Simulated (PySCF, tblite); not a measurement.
# C₆H₁₂B₂OSi: geometry, infrared bands and NMR shifts

What infrared bands and NMR shifts should C₆H₁₂B₂OSi (`BOB(C#C[SiH3])CC(=C)C`) show?

Programs: tblite 0.8.0 and PySCF 2.14.0, with density-fitted response routines of our own. Each step states its level of theory. These are calculated values for one molecule in the gas phase, unless marked as measured. Atoms are numbered from 0 throughout.

## 1. The molecule as given

22 atoms, charge 0, multiplicity 1; geometry from: force field or distance geometry start.

Bonds of the start (Å): B0–O1 1.45, O1–B2 1.48, B2–C3 1.52, C3–C4 1.21, C4–Si5 1.81, B2–C6 1.60, C6–C7 1.50, C7–C8 1.34, C7–C9 1.51, B0–H10 1.19, B0–H11 1.17, Si5–H12 1.47, Si5–H13 1.48, Si5–H14 1.47, C6–H15 1.11, C6–H16 1.12, C8–H17 1.09, C8–H18 1.08, C9–H19 1.12, C9–H20 1.11, C9–H21 1.11.

## 2. Relaxing the molecule with GFN2-xTB

Job settings and geometry (Å):

```
{"job": {"kind": "relax", "xc": "GFN2-xTB", "basis": "xTB"}, "charge": 0, "multiplicity": 1}
B      0.300000     2.273100    -2.144300
O      0.608500     2.568000    -0.753600
B      0.306600     1.338700     0.005700
C      1.401200     0.315800     0.271100
C      2.259100    -0.510000     0.504900
Si     3.543400    -1.743700     0.823800
C     -1.132900     1.176300     0.689000
C     -1.808600    -0.079200     0.212000
C     -2.525900    -0.074400    -0.925500
C     -1.671700    -1.371000     0.980800
H     -0.786200     2.524300    -2.569400
H      1.117900     1.842600    -2.864900
H      2.913700    -3.005300     1.247600
H      4.431100    -1.259500     1.898700
H      4.335500    -1.953100    -0.392000
H     -1.764900     2.064300     0.485500
H     -0.990400     1.136700     1.796700
H     -2.642600     0.834900    -1.506100
H     -3.014500    -0.970700    -1.283100
H     -1.017300    -1.230000     1.875600
H     -2.668300    -1.717600     1.316100
H     -1.204100    -2.140900     0.330300
```

On the command line:

```
> OMP_NUM_THREADS=1 python probes_run.py task.json out
```

One launch serves the whole session: the jobs run in the order shown.

**Question.** This job is followed by: GFN2-xTB harmonic vibrations, gas phase; GIAO PBE0/pcSseg-1 NMR shielding, non-relativistic, gas phase. What will the session give for the following? strongest single infrared mode (GFN2-xTB); zero-point energy (GFN2-xTB); 13C shifts against TMS (PBE0/pcSseg-1); 1H shifts against TMS (PBE0/pcSseg-1, means over atoms taken as alike); 11B shifts against BF3·OEt2 (PBE0/pcSseg-1); 17O shifts against H2O (PBE0/pcSseg-1); 29Si shifts against TMS (PBE0/pcSseg-1).

As calculated:

```
                                                              quantity                                       value
                             strongest single infrared mode (GFN2-xTB)                        797 cm⁻¹, 464 km/mol
                                          zero-point energy (GFN2-xTB)                              100.1 kcal/mol
                                13C shifts against TMS (PBE0/pcSseg-1)  149.9, 123.8, 116.8, 114.6, 41.0, 27.9 ppm
1H shifts against TMS (PBE0/pcSseg-1, means over atoms taken as alike)      5.41, 5.12, 5.02, 4.29, 2.20, 2.05 ppm
                           11B shifts against BF3·OEt2 (PBE0/pcSseg-1)                              39.8, 28.2 ppm
                                17O shifts against H2O (PBE0/pcSseg-1)                                   309.7 ppm
                               29Si shifts against TMS (PBE0/pcSseg-1)                                   -99.0 ppm
```

The optimisation took 154 steps and gained 1.707 eV; among the close pairs (by a distance rule), O1–B2 changed most, from 1.476 to 1.304 Å. The lowest mode is imaginary (24i cm⁻¹), so the xTB geometry is not a minimum. The strongest single mode, at 797 cm⁻¹, has its largest shares on Si5, H12, H14 and H13 (the list is cut at 4 atoms). GFN2-xTB is a fitted tight-binding method: band positions and strengths are rough. Its intensities can rank the bands wrongly. C7 (fully substituted alkene carbon) lies farthest downfield among carbon, at 149.9 ppm; the olefinic region. At PBE0/pcSseg-1: The largest span, 314 ppm, is at C3, where the paramagnetic term is -199 ppm.
